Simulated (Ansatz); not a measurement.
Crystal: Be4CuGe.

```
CELL_PARAMETERS angstrom
0.00000 3.12305 3.12305
3.12305 0.00000 3.12305
3.12305 3.12305 0.00000
ATOMIC_POSITIONS crystal
Ge 0.00000 0.00000 0.00000
Cu 0.25000 0.25000 0.25000
Be 0.12706 0.62431 0.62431
Be 0.62431 0.62431 0.62431
Be 0.62431 0.62431 0.12706
Be 0.62431 0.12706 0.62431
```

The cell comes from a database or a generator and needn't be the stable form of this composition.

```yaml
Program: Ansatz 0.2.0
Task: single point
Functional: PBE
Potentials_or_basis: Ansatz PAW
Cutoff: "420 eV (not typed: the program's choice for these potentials)"
k_mesh: 7 × 7 × 7
Occupations: fermi-dirac, width 0.05 eV
Spin: no spin polarisation
```

On this cell: pressure 0.7 GPa; largest force under 0.003 eV/Å; band gap on the k mesh none (metal or under the smearing width).

The same run follows on a disturbed copy (atoms moved at random, drawn with an rms of 0.05 Å):

```xyz
6
Lattice="0.0000 3.1230 3.1230 3.1230 0.0000 3.1230 3.1230 3.1230 0.0000" Properties=species:S:1:pos:R:3 pbc="T T T"
Ge    0.0207    0.0375    0.0112
Cu    1.5537    1.5328    1.5597
Be    3.9311    2.3482    2.3650
Be    3.8183    3.8998    3.8693
Be    2.3434    2.3812    3.8593
Be    2.3279    3.8673    2.3244
```

Task: What changes?

Result: The energy (extrapolated to zero smearing) moves by +8.2 meV/atom; pressure 1.1 GPa; largest force 0.692 eV/Å; band gap on the k mesh none (metal or under the smearing width).

Forces on the atoms (eV/Å):
```
Ge  -0.138 -0.165 -0.104
Cu   0.009  0.134 -0.017
Be  -0.080 -0.029 -0.177
Be   0.528  0.347  0.283
Be  -0.271 -0.479  0.290
Be  -0.049  0.192 -0.275
```

Stress tensor (GPa, compression positive):
```
 1.29  0.57  0.20
 0.57  1.04 -0.38
 0.20 -0.38  0.86
```
